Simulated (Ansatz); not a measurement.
# FH4InOSSi: the cost of one run

All numbers below are computed with Ansatz 0.2.0 (RKS r2SCAN-D4/def2-SVP).

### Step 1. Starting point

Bond lengths: F1–In2 1.986 Å, In2–S3 2.406 Å, In2–O4 1.969 Å, O4–Si5 1.625 Å, S3–H6 1.330 Å, Si5–H7 1.470 Å, Si5–H8 1.470 Å, Si5–H9 1.467 Å. Angles: F1–In2–S3 111.7°, F1–In2–O4 116.1°, S3–In2–O4 132.2°, In2–S3–H6 88.5°, In2–O4–Si5 134.6°, O4–Si5–H7 110.9°, O4–Si5–H8 111.1°, O4–Si5–H9 98.0°, H7–Si5–H8 110.4°, H7–Si5–H9 113.0°, H8–Si5–H9 112.9°.

Structure file:

```xyz
9

F    -1.0944    2.0995   -0.3347
In   -0.2228    0.8270    0.9166
S    -0.2071    1.6658    3.1721
O     0.4412   -0.8496    0.1248
Si    0.4641   -1.4706   -1.3765
H    -0.8561    2.7428    2.7397
H     1.2798   -0.6413   -2.2753
H    -0.8978   -1.6166   -1.9102
H     1.0932   -2.7570   -1.0565
```

### Step 2. End point A

The input, input.yaml:

```yaml
crystal:
  periodic: [false, false, false]
  atoms:
    - { symbol: F, position_ang: [-1.09439, 2.09946, -0.33474] }
    - { symbol: In, position_ang: [-0.22283, 0.82701, 0.91664] }
    - { symbol: S, position_ang: [-0.20708, 1.66578, 3.17215] }
    - { symbol: O, position_ang: [0.44116, -0.84961, 0.12483] }
    - { symbol: Si, position_ang: [0.46405, -1.47061, -1.37655] }
    - { symbol: H, position_ang: [-0.85606, 2.74281, 2.73969] }
    - { symbol: H, position_ang: [1.27978, -0.64126, -2.27533] }
    - { symbol: H, position_ang: [-0.89779, -1.61659, -1.91019] }
    - { symbol: H, position_ang: [1.09315, -2.75701, -1.05649] }
basis:
  gaussian: { orbitals: def2-SVP }
hamiltonian:
  xc: r2scan
  dispersion: d4
relax:
  f_tol: 0.015
  max_steps: 40
output:
  orbitals: {}
```

The run is started by

```
ansatz run input.yaml --threads 2 --pin off --max-ram 3072MiB --backend cpu --events-out ev --progress --plain --runs-dir out
```

What time and memory should one allow on 2 threads of Arm Neoverse V2, shared host?

About 32 s, with a peak of 0.21 GiB.
